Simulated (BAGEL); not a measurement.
**HF/def2-SVPD (density fitting with qzvpp-jkfit) run of GeH2O2 (SMILES [OH][Ge][OH])**

What is the vertical singlet–triplet gap of GeH2O2 at HF/def2-SVPD (density fitting with qzvpp-jkfit)? 

Program for the calculation: BAGEL 1.2.2.

16 further runs of the same task are left out: 4 that didn't finish, 12 set aside as unsound or not needed.

## Step 1: The system as given

GeH2O2 has 5 atoms, charge 0, and is taken as a singlet. SMILES: `[OH][Ge][OH]`. The coordinates come from a PBE0-D4/def2-TZVP relaxation. This is one conformer, not always the lowest.

Bond lengths: O1–Ge2 1.790 Å, Ge2–O3 1.790 Å, O1–H4 0.961 Å, O3–H5 0.961 Å. Angles: O1–Ge2–O3 102.4°, Ge2–O1–H4 118.8°, Ge2–O3–H5 118.8°.

## Step 2: A single-point energy at HF/def2-SVPD (density fitting with qzvpp-jkfit)

hf.json reads:

```json
{ "bagel": [

{
  "title": "molecule",
  "basis": "def2-svpd.json",
  "df_basis": "qzvpp-jkfit",
  "angstrom": "true",
  "geometry": [
    { "atom": "O", "xyz": [   -1.341000,   -0.099500,   -0.377400 ] },
    { "atom": "Ge", "xyz": [   -0.316400,   -0.895800,    0.855300 ] },
    { "atom": "O", "xyz": [    1.281900,   -0.142300,    0.570200 ] },
    { "atom": "H", "xyz": [   -0.940900,    0.550800,   -0.961500 ] },
    { "atom": "H", "xyz": [    1.366400,    0.513200,   -0.127900 ] }
  ]
},
{
  "title": "hf",
  "charge": 0
},
{
  "title": "print",
  "file": "orbitals.molden",
  "orbitals": "true"
}

]}
```

The basis set def2-SVPD is read from a file made from the Basis Set Exchange's data (not shown).

Run with:

```console
$ BAGEL_NUM_THREADS=1 BAGEL hf.json > hf.out
```

What it wrote:

```text
* using 1 threads per process

  ===============================================================
  ===============================================================

  *** Geometry ***

  { "atom" : "O", "xyz" : [     -2.534123,     -0.188028,     -0.713183 ] },
  { "atom" : "Ge", "xyz" : [     -0.597909,     -1.692817,      1.616283 ] },
  { "atom" : "O", "xyz" : [      2.422440,     -0.268908,      1.077522 ] },
  { "atom" : "H", "xyz" : [     -1.778043,      1.040861,     -1.816972 ] },
  { "atom" : "H", "xyz" : [      2.582122,      0.969807,     -0.241696 ] },

  Number of auxiliary basis functions:      456

  Since a DF basis is specified, we compute 2- and 3-index integrals:
    o Being stored without compression. Storage requirement is 0.036 GB

  Number of basis functions:      100
  Number of electrons      :       50

    * METHOD: MOLECULE                             0.23

  *** RHF ***

  === Nuclear Repulsion ===
   189.6620836180

      * DIIS with orbital gradients will be used.

  === RHF iteration (def2-svpd.json) ===
      0      -2225.51569842          0.02874248           0.08
      1      -2225.68537758          0.02545664           0.08
      2      -2225.93141287          0.00172044           0.07
      3      -2225.93386994          0.00031314           0.07
      4      -2225.93399265          0.00012725           0.07
      5      -2225.93400745          0.00004314           0.07
      6      -2225.93400994          0.00001069           0.07
      7      -2225.93401009          0.00000295           0.08
      8      -2225.93401010          0.00000085           0.07
      9      -2225.93401010          0.00000032           0.07
     10      -2225.93401010          0.00000013           0.08
     11      -2225.93401010          0.00000003           0.08
     12      -2225.93401010          0.00000001           0.08
     13      -2225.93401010          0.00000000           0.08
    * SCF iteration converged.

    * Permanent dipole moment:
           (   -0.156600,    -0.420950,     0.414635) a.u.

    * METHOD: HF                                   1.27

    * METHOD: PRINT                                0.03

  ===============================================================
```

It took 1.7 s on 1 thread of Arm Neoverse V1, shared host; peak memory 0.13 GiB.

## Step 3: The triplet, same level

hf.json reads:

```json
{ "bagel" : [

{
  "title" : "molecule",
  "basis" : "def2-svpd.json",
  "df_basis" : "qzvpp-jkfit",
  "angstrom" : "true",
  "geometry" : [
    { "atom" : "O", "xyz" : [      -1.341000,      -0.099500,      -0.377400 ] },
    { "atom" : "Ge", "xyz" : [      -0.316400,      -0.895800,       0.855300 ] },
    { "atom" : "O", "xyz" : [       1.281900,      -0.142300,       0.570200 ] },
    { "atom" : "H", "xyz" : [      -0.940900,       0.550800,      -0.961500 ] },
    { "atom" : "H", "xyz" : [       1.366400,       0.513200,      -0.127900 ] }
  ]
},

{ "title" : "uhf", "nopen" : 2 },

{ "title" : "print", "file" : "orbitals.molden", "orbitals" : "true" }

]}
```

The basis set def2-SVPD is read from a file made from the Basis Set Exchange's data (not shown).

Run with:

```console
$ BAGEL_NUM_THREADS=1 BAGEL hf.json > hf.out
```

What it wrote:

```text
* using 1 threads per process

  ===============================================================
  ===============================================================

  *** Geometry ***

  { "atom" : "O", "xyz" : [     -2.534123,     -0.188028,     -0.713183 ] },
  { "atom" : "Ge", "xyz" : [     -0.597909,     -1.692817,      1.616283 ] },
  { "atom" : "O", "xyz" : [      2.422440,     -0.268908,      1.077522 ] },
  { "atom" : "H", "xyz" : [     -1.778043,      1.040861,     -1.816972 ] },
  { "atom" : "H", "xyz" : [      2.582122,      0.969807,     -0.241696 ] },

  Number of auxiliary basis functions:      456

  Since a DF basis is specified, we compute 2- and 3-index integrals:
    o Being stored without compression. Storage requirement is 0.036 GB

  Number of basis functions:      100
  Number of electrons      :       50

    * METHOD: MOLECULE                             0.23

  *** Open-shell HF ***

  === Nuclear Repulsion ===
   189.6620836180

      * DIIS with orbital gradients will be used.

  === UHF iteration (def2-svpd.json) ===
      0      -2225.20050931          0.05546906           0.16
      1      -2225.38798296          0.06256936           0.16
      2      -2225.63831729          0.04166293           0.17
      3      -2225.82930480          0.00294923           0.17
      4      -2225.83167296          0.00094320           0.15
      5      -2225.83219464          0.00030425           0.16
      6      -2225.83228664          0.00010910           0.16
      7      -2225.83230067          0.00005534           0.17
      8      -2225.83230828          0.00001976           0.16
      9      -2225.83230960          0.00000884           0.15
     10      -2225.83230994          0.00000531           0.16
     11      -2225.83231006          0.00000146           0.16
     12      -2225.83231007          0.00000063           0.16
     13      -2225.83231007          0.00000033           0.15
     14      -2225.83231007          0.00000017           0.15
     15      -2225.83231007          0.00000007           0.15
     16      -2225.83231007          0.00000004           0.15
     17      -2225.83231007          0.00000002           0.16
     18      -2225.83231007          0.00000001           0.17
    * SCF iteration converged.

    * S^2 (UHF) is 2.0046

    * Permanent dipole moment:
           (   -0.062731,    -0.167815,     0.166203) a.u.

    * METHOD: UHF                                  3.25

    * METHOD: PRINT                                0.03

  ===============================================================
```

Wall time 3.9 s (1 thread of Arm Neoverse V1, shared host); peak memory 0.13 GiB.

## Step 4: Results

At HF/def2-SVPD (density fitting with qzvpp-jkfit):

```
                                        quantity           value
                           singlet: total energy  -2225.93401 Eh
                          singlet: dipole moment          1.55 D
                            singlet: HOMO energy       -10.50 eV
                            singlet: LUMO energy         1.38 eV
                          singlet: HOMO–LUMO gap        11.88 eV
                           triplet: total energy  -2225.83231 Eh
                          triplet: dipole moment          0.62 D
                                   triplet: ⟨S²⟩           2.005
vertical energy of the triplet above the singlet        2.767 eV
```

What this shows: At this shape the triplet lies 2.77 eV (64 kcal/mol) above the singlet.
